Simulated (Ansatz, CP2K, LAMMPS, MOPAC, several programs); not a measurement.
Energy against volume for Si3Ge as one 4-atom ordering (R3m) on the diamond lattice, at fixed shape and fractional coordinates, computed by several methods (PBE and r2SCAN, where shown, with plane waves in Ansatz); the cell shown is that of r2SCAN. With free coordinates or axes held, a curve is too stiff, and on another method's shape its minimum isn't the method's own volume. The symmetry is R3m (No. 160, trigonal); conventional cell a = 3.885 Å, c = 19.023 Å, 20.72 Å³ an atom. Around Si lie 3 Si at 2.37 Å and 1 Ge at 2.40 Å; around Si lie 1 Si at 2.35 Å and 3 Ge at 2.39 Å; around Si lie 4 Si at 2.35–2.37 Å; around Ge lie 4 Si at 2.39–2.40 Å. The cell comes from a prototype generator: it can be a known phase or a hypothetical one. Spin polarisation is off. Energies count from each curve's lowest point; fits are third-order Birch-Murnaghan.

```cif
data_structure
_symmetry_space_group_name_H-M 'P 1'
_symmetry_Int_Tables_number 1
_cell_length_a 6.7260
_cell_length_b 6.7260
_cell_length_c 6.7260
_cell_angle_alpha 33.575
_cell_angle_beta 33.575
_cell_angle_gamma 33.575
_cell_volume 82.90
loop_
_atom_site_label
_atom_site_type_symbol
_atom_site_fract_x
_atom_site_fract_y
_atom_site_fract_z
_atom_site_occupancy
Si1 Si 0.00134 0.00134 0.00134 1
Si2 Si 0.49871 0.49871 0.49871 1
Si3 Si 0.37501 0.37501 0.37501 1
Ge1 Ge 0.87495 0.87495 0.87495 1
```

PM7 (MOPAC), on the shape of the cell shown, as a cluster of 108 atoms at the zone centre:
```tsv
V (Å³/atom)	E (meV/atom)
18.237	0.00
19.481	10.54
20.724	103.24
21.968	255.78
23.211	451.89
```
V₀ = 18.71 Å³ an atom and B₀ = 192 GPa. The lowest point lies at an end of the range, so the fit is barely bracketed.

Problem. PBE/DZVP (CP2K), on the shape of the cell shown, gives
```
V (Å³/atom)  E (meV/atom)
     18.237        136.89
     19.481         39.33
     20.724          0.00
     21.968          3.27
     23.211         37.54
```
What equilibrium volume and bulk modulus follow?

Solution. V₀ = 21.22 Å³ an atom and B₀ = 82 GPa.

PBE/SZV (CP2K), on the shape of the cell shown:
```csv
V (Å³/atom),E (meV/atom)
18.237,202.79
19.481,74.25
20.724,12.44
21.968,0.00
23.211,24.06
```
V₀ = 21.72 Å³ an atom and B₀ = 87 GPa.

Problem. SiCGe.tersoff (LAMMPS), on the shape of its own relaxed cell, gives
```csv
V (Å³/atom),E (meV/atom)
19.402,23.76
20.022,5.62
20.641,0.00
21.260,5.05
21.879,19.20
```
What equilibrium volume and bulk modulus follow?

Solution. V₀ = 20.64 Å³ an atom and B₀ = 92 GPa.

light PBE (260 eV and a coarse mesh), on the shape of the cell shown:
```
V (Å³/atom)  E (meV/atom)
     19.066         69.53
     19.895         29.24
     20.724          8.09
     21.553          0.00
     22.382         14.71
     23.211         37.17
```
The points scatter about the fit by more than 0.3 meV an atom, since at so low a cutoff the number of plane waves jumps with the volume, so no fit is quoted.
